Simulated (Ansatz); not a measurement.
# Cd3C: one candidate structure

Where does Cd3C go from the start given, Ni3Sb type (Pmmn, No. 59)?

Program: Ansatz 0.2.0. Level of theory: DFT PBE, scalar-relativistic, plane waves, PAW. These are calculated values, not measurements.

### 1 Starting point

The structure is orthorhombic, space group Pmmn (No. 59). The conventional cell has a = 4.860 Å, b = 6.045 Å, c = 5.114 Å, α = 90.00°, β = 90.00°, γ = 90.00°. Cd (site symmetry m) has 8 Cd at 2.96 to 3.02 Å and 4 C at 2.96 to 2.98 Å as nearest neighbours. Cd (site symmetry mm2) is surrounded by 8 Cd at 2.96 to 2.98 Å and 4 C at 2.99 to 3.02 Å. Around C (site symmetry mm2) lie 12 Cd at 2.96 to 3.02 Å.

Coordinates:

```cif
data_structure
_symmetry_space_group_name_H-M 'P 1'
_symmetry_Int_Tables_number 1
_cell_length_a 4.8599
_cell_length_b 6.0453
_cell_length_c 5.1142
_cell_angle_alpha 90.000
_cell_angle_beta 90.000
_cell_angle_gamma 90.000
_cell_volume 150.25
loop_
_atom_site_label
_atom_site_type_symbol
_atom_site_fract_x
_atom_site_fract_y
_atom_site_fract_z
_atom_site_occupancy
Cd1 Cd 0.00000 0.25000 0.16700 1
Cd2 Cd 0.00000 0.75000 0.16700 1
Cd3 Cd 0.50000 0.75000 0.83300 1
Cd4 Cd 0.50000 0.25000 0.83300 1
Cd5 Cd 0.50000 0.00000 0.33000 1
Cd6 Cd 0.00000 0.50000 0.67000 1
C1 C 0.00000 0.00000 0.67000 1
C2 C 0.50000 0.50000 0.33000 1
```

(A quick probe on a coarse mesh, which set the mesh and smearing, is not shown.)

### 3 A loose first relaxation

Input file input.yaml:

```yaml
crystal:
  lattice:
    - [4.8599340859, 0.0, 0.0]
    - [0.0, 6.0452563031, 0.0]
    - [0.0, 0.0, 5.1141738369]
  atoms:
    - { symbol: Cd, position: [0.0, 0.25, 0.167] }
    - { symbol: Cd, position: [0.0, 0.75, 0.167] }
    - { symbol: Cd, position: [0.5, 0.75, 0.833] }
    - { symbol: Cd, position: [0.5, 0.25, 0.833] }
    - { symbol: Cd, position: [0.5, 0.0, 0.33] }
    - { symbol: Cd, position: [0.0, 0.5, 0.67] }
    - { symbol: C, position: [0.0, 0.0, 0.67] }
    - { symbol: C, position: [0.5, 0.5, 0.33] }
basis:
  ecutwfc: 420
kpoints:
  mp_grid: { grid: [4, 4, 4] }
hamiltonian:
  xc: pbe
scf:
  occupations: { method: gaussian, width: 0.1 }
  lower_state_search: "off"
output:
  forces: true
  stress: true
  eigenvalues: true
relax:
  adjacent_minimum: "off"
  f_tol: 0.04
  max_steps: 70
  cell: { stress_tol: 0.4 }
```

Started as:

```sh
> ansatz run input.yaml --threads 1 --pin off --max-ram 2560MiB --backend cpu --events-out ev --progress --plain --runs-dir out
```

Further runs follow: rough relaxation on the coarse mesh; full relaxation.

Q: Predict the outcome of this session.

The runs gave:

Formation energies count from the elements, computed with the same settings in runs not shown here.

| quantity | value |
| --- | --- |
| cell | a = 3.364 Å, b = 5.940 Å, c = 7.713 Å, α = 90.00°, β = 90.00°, γ = 90.00° |
| space group | Pmmn (No. 59) |
| volume | 19.27 Å³/atom |
| gap on the mesh | none (metal) |
| formation energy from the elements | +0.924 eV/atom |

What this shows: The space group stayed Pmmn, and from the first guess the volume went from 18.78 to 19.27 Å³/atom. The formation energy of +0.92 eV/atom is positive, so the elements lie lower than this structure; another structure of the compound can lie lower.
